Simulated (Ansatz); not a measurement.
# C2H3ClSi (SMILES ClC1=C[SiH2]1): levels of theory compared

We compute a comparison of 6 runs (HF/STO-3G, B2PLYP/def2-SVP, CAM-B3LYP/def2-SVP, PBE/def2-SVP, MP2/def2-SVP, CCSD(T)/def2-SVP) of C2H3ClSi. 

The calculation is run with Ansatz 0.2.0.

57 further runs of the same task are left out: 57 set aside as unsound or not needed.

**1. The molecule**

C2H3ClSi: 7 atoms, total charge 0, spin state singlet. SMILES: `ClC1=C[SiH2]1`. The C3–H5 distance was set to 1.947 Å, away from the relaxed value. At this shape a bond of the SMILES string is far longer than usual.

Bond lengths: Cl1–C2 1.700 Å, C2–C3 1.327 Å, C2–Si4 1.804 Å, C3–Si4 1.819 Å, Si4–H6 1.482 Å, Si4–H7 1.482 Å. Angles: Cl1–C2–C3 135.8°, Cl1–C2–Si4 155.1°, C3–C2–Si4 69.2°, C2–C3–Si4 67.9°, C2–Si4–C3 43.0°, C2–Si4–H6 121.6°, C2–Si4–H7 121.6°, C3–Si4–H6 121.6°, C3–Si4–H7 121.6°, H6–Si4–H7 111.4°.

**2. The energy at HF/STO-3G (run 1)**

Input file run.yaml:

```yaml
crystal:
  periodic: [false, false, false]
  atoms:
    - symbol: Cl
      position_ang: [-1.881732, -2.018271, 0.004396]
    - symbol: C
      position_ang: [-1.070532, -0.544871, -0.243904]
    - symbol: C
      position_ang: [0.124268, -0.054971, 0.059596]
    - symbol: Si
      position_ang: [-0.898432, 1.146629, -0.846004]
    - symbol: H
      position_ang: [1.727500, -0.673800, 0.975600]
    - symbol: H
      position_ang: [-1.550332, 2.286329, -0.158304]
    - symbol: H
      position_ang: [-0.664732, 1.441229, -2.279704]
basis:
  gaussian:
    orbitals: STO-3G
accuracy: high
hamiltonian:
  xc: hf
output:
  orbitals: {seedname: orbitals}
```

Launch:

```console
$ ansatz run run.yaml --threads 1 --pin off --max-ram 3480MiB --events-out events.jsonl --progress --plain --runs-dir runs
```

The program printed:

```text
Warning: RAYON_NUM_THREADS=1 ignored (pool sized by the plan → 1); use --threads N
Functional definition: HF
  name "HF"
  exchange = exact_x
  correlation = 0
617 factors; integrals over basis functions are off by at most 2.5e-8 eV
mean field evaluation 1: about -22212.4861 eV, gradient 2.4e1 eV
mean field evaluation 2: about -22212.5630 eV, gradient 2.4e1 eV
mean field evaluation 4: about -22215.5816 eV, gradient 3.1e0 eV
mean field evaluation 8: about -22215.6444 eV, gradient 2.9e-1 eV
mean field -22215.64502071 eV, -816.4098962059 hartree, gradient 1.7e-8 eV, S^2 0.000000; 0 other end points of the search recorded, 0 dependent functions left out
reference -22215.64502071 eV, -816.4098962059 hartree; 23, 23 occupied and 8, 8 virtual orbitals, 617 factors
Total energy: -22215.64502071 eV, -816.4098962059 hartree
```

Wall time 0.24 s (1 thread of Arm Neoverse V2, shared host).

**3. A single-point energy at B2PLYP/def2-SVP (run 2)**

Input file in.yaml:

```yaml
crystal:
  periodic: [false, false, false]
  atoms:
    - {symbol: Cl, position_ang: [-1.881732, -2.018271, 0.004396]}
    - {symbol: C, position_ang: [-1.070532, -0.544871, -0.243904]}
    - {symbol: C, position_ang: [0.124268, -0.054971, 0.059596]}
    - {symbol: Si, position_ang: [-0.898432, 1.146629, -0.846004]}
    - {symbol: H, position_ang: [1.727500, -0.673800, 0.975600]}
    - {symbol: H, position_ang: [-1.550332, 2.286329, -0.158304]}
    - {symbol: H, position_ang: [-0.664732, 1.441229, -2.279704]}
basis:
  gaussian: {orbitals: def2-SVP}
total_charge: 0
hamiltonian: {xc: {name: B2PLYP}}
correlation: {frozen_orbitals: {C: 1, Cl: 5, H: 0, Si: 5}}
accuracy: high
output: {orbitals: {seedname: orbitals}}
```

Launch:

```console
$ ansatz run in.yaml --threads 1 --pin off --max-ram 3480MiB --events-out events.jsonl --progress --plain --runs-dir runs
```

The program printed, cut to the lines that bear on the results:

```text
Warning: RAYON_NUM_THREADS=1 ignored (pool sized by the plan → 1); use --threads N
Functional definition: B2PLYP
  name "B2PLYP"
[...]
1686 factors; integrals over basis functions are off by at most 8.1e-9 eV
[...]
mean field -22494.83736928 eV, -826.6700257726 hartree, gradient 9.6e-8 eV, S^2 0.000000; 0 other end points of the search recorded, 0 dependent functions left out; unrestricted orbitals would lower it
12 core orbitals not correlated: weight in the atoms' cores, before any rotation towards them, 1.000 or more for the frozen orbitals, at most 0.000 for the correlated occupied ones
reference -22494.83739411 eV, -826.6700266852 hartree; 11, 11 occupied and 56, 56 virtual orbitals, 1686 factors
second order -17.49536619 eV of doubles, -0.00000000 eV of singles
Total energy: -22499.56114298 eV, -826.8436212543 hartree
```

Wall time 7.8 s (1 thread of Arm Neoverse V2, shared host); peak memory 0.24 GiB.

**4. A single-point energy at CAM-B3LYP/def2-SVP (run 3)**

Input file job.yaml:

```yaml
crystal:
  periodic: [false, false, false]
  atoms:
    - {symbol: Cl, position_ang: [-1.881732, -2.018271, 0.004396]}
    - {symbol: C, position_ang: [-1.070532, -0.544871, -0.243904]}
    - {symbol: C, position_ang: [0.124268, -0.054971, 0.059596]}
    - {symbol: Si, position_ang: [-0.898432, 1.146629, -0.846004]}
    - {symbol: H, position_ang: [1.727500, -0.673800, 0.975600]}
    - {symbol: H, position_ang: [-1.550332, 2.286329, -0.158304]}
    - {symbol: H, position_ang: [-0.664732, 1.441229, -2.279704]}
basis:
  gaussian: {orbitals: def2-SVP}
accuracy: high
hamiltonian: {xc: {name: CAM-B3LYP}}
output: {orbitals: {seedname: orbitals}}
```

Launch:

```console
$ ansatz run job.yaml --threads 1 --pin off --max-ram 3480MiB --events-out events.jsonl --progress --plain --runs-dir runs
```

The program printed:

```text
Warning: RAYON_NUM_THREADS=1 ignored (pool sized by the plan → 1); use --threads N
Functional definition: CAM-B3LYP
  name "CAM-B3LYP"
  parameter alpha = 0.19
  parameter beta = 0.46
  parameter omega = 0.33/bohr
  parameter ac = 0.81
  exchange = (1 - alpha - beta)*b88_x + beta*b88_x_sr(omega) + alpha*exact_x + beta*exact_x_lr(omega)
  correlation = (1 - ac)*vwn5_c + ac*lyp_c
1686 factors; integrals over basis functions are off by at most 8.1e-9 eV
388 factors; integrals over basis functions are off by at most 2.1e-9 eV
mean field evaluation 1: about -22504.6525 eV, gradient 3.6e1 eV
mean field evaluation 2: about -22502.0559 eV, gradient 4.5e1 eV
mean field evaluation 4: about -22508.2736 eV, gradient 2.4e0 eV
mean field evaluation 8: about -22508.4195 eV, gradient 2.1e-1 eV
mean field evaluation 16: about -22508.4196 eV, gradient 5.1e-5 eV
mean field -22508.41964320 eV, -827.1691651328 hartree, gradient 6.0e-8 eV, S^2 0.000000; 0 other end points of the search recorded, 0 dependent functions left out
reference -22508.41966203 eV, -827.1691658247 hartree; 23, 23 occupied and 56, 56 virtual orbitals, 1686 factors
Total energy: -22508.41966203 eV, -827.1691658247 hartree
```

Wall time 6 s (1 thread of Arm Neoverse V2, shared host); peak memory 0.27 GiB.

Runs 4 to 5 aren't shown in full; the table further down has their settings and results.

**5. A single-point energy at CCSD(T)/def2-SVP (run 6)**

Input file input.yaml:

```yaml
crystal:
  periodic: [false, false, false]
  atoms:
    - {symbol: Cl, position_ang: [-1.881732, -2.018271, 0.004396]}
    - {symbol: C, position_ang: [-1.070532, -0.544871, -0.243904]}
    - {symbol: C, position_ang: [0.124268, -0.054971, 0.059596]}
    - {symbol: Si, position_ang: [-0.898432, 1.146629, -0.846004]}
    - {symbol: H, position_ang: [1.727500, -0.673800, 0.975600]}
    - {symbol: H, position_ang: [-1.550332, 2.286329, -0.158304]}
    - {symbol: H, position_ang: [-0.664732, 1.441229, -2.279704]}
basis:
  gaussian: {orbitals: def2-SVP}
total_charge: 0
correlation: {method: ccsd_t, frozen_orbitals: {C: 1, Cl: 5, H: 0, Si: 5}}
accuracy: high
scf: {omitted_lower_state_checks: [cluster_reference, increment]}
```

Launch:

```console
$ ansatz run input.yaml --threads 1 --pin off --max-ram 3480MiB --events-out events.jsonl --progress --plain --runs-dir runs
```

The program printed:

```text
Warning: RAYON_NUM_THREADS=1 ignored (pool sized by the plan → 1); use --threads N
[... 11 lines left out ...]
12 core orbitals not correlated: weight in the atoms' cores, before any rotation towards them, 1.000 or more for the frozen orbitals, at most 0.000 for the correlated occupied ones
[... 32 lines left out ...]
Total energy: -22475.49252169 eV, -825.9591157360 hartree
Checks for a lower state left out: cluster_reference, increment
```

It took 10 s on 1 thread of Arm Neoverse V2, shared host; peak memory 0.35 GiB.

**6. Overview of the runs**

```
run               level  frozen core orbitals  energy (Eh)  HOMO energy (eV)  LUMO energy (eV)  HOMO–LUMO gap (eV)  wall time
  1           HF/STO-3G                     –  -816.409896             -7.14              4.67               11.81     0.24 s
  2     B2PLYP/def2-SVP                    12  -826.843621             -8.29             -1.25                7.04      7.8 s
  3  CAM-B3LYP/def2-SVP                     –  -827.169166             -8.65             -1.39                7.26        6 s
  4        PBE/def2-SVP                     –  -826.779091             -6.51             -3.29                3.21      4.5 s
  5        MP2/def2-SVP                    12  -825.891021                 –                 –                   –      1.9 s
  6    CCSD(T)/def2-SVP                    12  -825.959116                 –                 –                   –       10 s
```

**7. Results**

| quantity | value |
| --- | --- |
| run 6: total energy | -825.95912 Eh |
| run 6: correlation energy (12 core orbitals frozen) | -575.1 mEh |
| run 6: (T) correction | -25.06 mEh |
| run 6: T1 diagnostic | 0.016 |

**Reading.** Over runs 1, 2, 3, 4 the HOMO–LUMO gap runs from 3.21 eV (PBE/def2-SVP) to 11.81 eV (HF/STO-3G). The two ends differ in method and basis. Totals of different functionals can't be ranked against each other. In runs 2, 5, 6 the log says that unrestricted orbitals would lower the reference, so the values rest on an unstable closed-shell determinant (other closed-shell runs at this shape may share the fault). In run 1 the basis is minimal, so the values are rough. In runs 1, 2, 3, 4, 5, 6 a closed-shell determinant meets a far-stretched bond, which it describes badly. All runs together took 31 s, the longest 10 s.
